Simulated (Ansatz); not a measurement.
# B3LYP/def2-SVP run of CH5AlOSi (SMILES [CH2]1O[SiH2][AlH]1)

What is the vertical ionisation energy of CH5AlOSi at B3LYP/def2-SVP? 

The calculation is run with Ansatz 0.2.0.

118 further runs of the same task are left out: 1 that didn't finish, 117 set aside as unsound or not needed.

## (1) The system as given

CH5AlOSi has 9 atoms, charge 0, and is taken as a singlet. As SMILES, `[CH2]1O[SiH2][AlH]1`. The shape is that of a PBE0-D4/def2-TZVP optimisation.

Bond lengths: C1–O2 1.447 Å, O2–Si3 1.676 Å, C1–Al4 2.001 Å, Si3–Al4 2.424 Å, C1–H5 1.096 Å, C1–H6 1.096 Å, Si3–H7 1.493 Å, Si3–H8 1.493 Å, Al4–H9 1.591 Å. Some angles: C1–O2–Si3 113.4°, O2–C1–Al4 97.8°, O2–Si3–Al4 77.1°, C1–Al4–Si3 71.7°, O2–C1–H5 109.2°, O2–C1–H6 109.2°, Al4–C1–H5 116.8°, Al4–C1–H6 116.7°, O2–Si3–H7 111.1°, O2–Si3–H8 111.0°.

## (2) The energy at B3LYP/def2-SVP

The input, run.yaml:

```yaml
crystal:
  periodic: [false, false, false]
  atoms:
    - symbol: C
      position_ang: [-0.309900, 1.022500, -0.653500]
    - symbol: O
      position_ang: [0.621100, -0.021300, -1.022900]
    - symbol: Si
      position_ang: [0.767800, -1.223900, 0.135800]
    - symbol: Al
      position_ang: [-0.858800, 0.279300, 1.121100]
    - symbol: H
      position_ang: [-1.090200, 1.097600, -1.420100]
    - symbol: H
      position_ang: [0.213300, 1.986000, -0.643000]
    - symbol: H
      position_ang: [2.177700, -1.338300, 0.615000]
    - symbol: H
      position_ang: [0.422400, -2.560600, -0.433300]
    - symbol: H
      position_ang: [-1.855100, 0.712400, 2.283700]
basis:
  gaussian:
    orbitals: def2-SVP
hamiltonian:
  xc: {name: B3LYP}
accuracy: high
output: {orbitals: {seedname: orbitals}}
```

Command:

```bash
ansatz run run.yaml --threads 1 --pin off --max-ram 3480MiB --events-out events.jsonl --progress --plain --runs-dir runs
```

What it wrote:

```text
Warning: RAYON_NUM_THREADS=1 ignored (pool sized by the plan → 1); use --threads N
Functional definition: B3LYP
  name "B3LYP"
  parameter a0 = 0.2
  parameter ax = 0.72
  parameter ac = 0.81
  exchange = (1 - a0 - ax)*slater_x + ax*b88_x + a0*exact_x
  correlation = (1 - ac)*vwn_rpa_c + ac*lyp_c
1975 factors; integrals over basis functions are off by at most 3.9e-9 eV
mean field evaluation 1: about -17627.0926 eV, gradient 5.2e1 eV
mean field evaluation 2: about -17556.6857 eV, gradient 1.6e2 eV
mean field evaluation 4: about -17633.0114 eV, gradient 1.1e1 eV
mean field evaluation 8: about -17633.4287 eV, gradient 5.0e-1 eV
mean field evaluation 16: about -17633.4296 eV, gradient 3.3e-5 eV
mean field -17633.42958053 eV, -648.0165847168 hartree, gradient 2.2e-8 eV, S^2 0.000000; 0 other end points of the search recorded, 0 dependent functions left out
reference -17633.42962403 eV, -648.0165863152 hartree; 23, 23 occupied and 66, 66 virtual orbitals, 1975 factors
Total energy: -17633.42962403 eV, -648.0165863152 hartree
```

Wall time 4.8 s (1 thread of Intel Xeon 6975P-C (Granite Rapids), shared host); peak memory 0.32 GiB.

## (3) The doublet cation at the same level

The input, in.yaml:

```yaml
basis:
  gaussian:
    orbitals: def2-SVP
crystal:
  periodic: [false, false, false]
  atoms:
    - {symbol: C, position_ang: [-0.309900, 1.022500, -0.653500]}
    - {symbol: O, position_ang: [0.621100, -0.021300, -1.022900]}
    - {symbol: Si, position_ang: [0.767800, -1.223900, 0.135800]}
    - {symbol: Al, position_ang: [-0.858800, 0.279300, 1.121100]}
    - {symbol: H, position_ang: [-1.090200, 1.097600, -1.420100]}
    - {symbol: H, position_ang: [0.213300, 1.986000, -0.643000]}
    - {symbol: H, position_ang: [2.177700, -1.338300, 0.615000]}
    - {symbol: H, position_ang: [0.422400, -2.560600, -0.433300]}
    - {symbol: H, position_ang: [-1.855100, 0.712400, 2.283700]}
total_charge: 1
magnetization:
  spin_polarized: true
  initial_magnetization: 1
hamiltonian:
  xc: {name: B3LYP}
accuracy: high
output: {orbitals: {seedname: orbitals}}
```

Command:

```bash
ansatz run in.yaml --threads 1 --pin off --max-ram 3480MiB --events-out events.jsonl --progress --plain --runs-dir runs
```

What it wrote (excerpt; [...] marks lines left out):

```text
Warning: RAYON_NUM_THREADS=1 ignored (pool sized by the plan → 1); use --threads N
[... 7 set-up lines as earlier in the session ...]
1974 factors; integrals over basis functions are off by at most 4.0e-9 eV
mean field evaluation 1: about -17607.9886 eV, gradient 5.9e1 eV
mean field evaluation 2: about -17426.3243 eV, gradient 1.6e2 eV
mean field evaluation 4: about -17621.8541 eV, gradient 2.4e1 eV
mean field evaluation 8: about -17624.3690 eV, gradient 6.6e-1 eV
mean field evaluation 16: about -17624.3843 eV, gradient 1.2e-1 eV
mean field evaluation 32: about -17624.3856 eV, gradient 2.5e-5 eV
mean field evaluation 64: about -17624.1867 eV, gradient 1.9e0 eV
mean field -17624.38555097 eV, -647.6842227606 hartree, gradient 3.9e-8 eV, S^2 0.754805; 6 other end points of the search recorded, 0 dependent functions left out
reference -17624.38559454 eV, -647.6842243616 hartree; 23, 22 occupied and 66, 67 virtual orbitals, 1974 factors
Total energy: -17624.38559454 eV, -647.6842243616 hartree
```

Run time: 18 s. Hardware: 1 thread of Intel Xeon 6975P-C (Granite Rapids), shared host; peak memory 0.47 GiB.

## (4) What came out

At B3LYP/def2-SVP:

```
                                          quantity          value
                    singlet CH5AlOSi: total energy  -648.01659 Eh
                     singlet CH5AlOSi: HOMO energy       -6.78 eV
                     singlet CH5AlOSi: LUMO energy       -2.15 eV
                   singlet CH5AlOSi: HOMO–LUMO gap        4.64 eV
                      doublet cation: total energy  -647.68422 Eh
doublet cation: HOMO energy (highest over α and β)      -12.60 eV
 doublet cation: LUMO energy (lowest over α and β)      -11.28 eV
                              doublet cation: ⟨S²⟩          0.755
vertical ionisation energy (to the doublet cation)       9.044 eV
```

The vertical ionisation energy comes to 9.04 eV (873 kJ/mol). −ε(HOMO) before ionisation, 6.78 eV, is 2.26 eV below this ionisation energy.
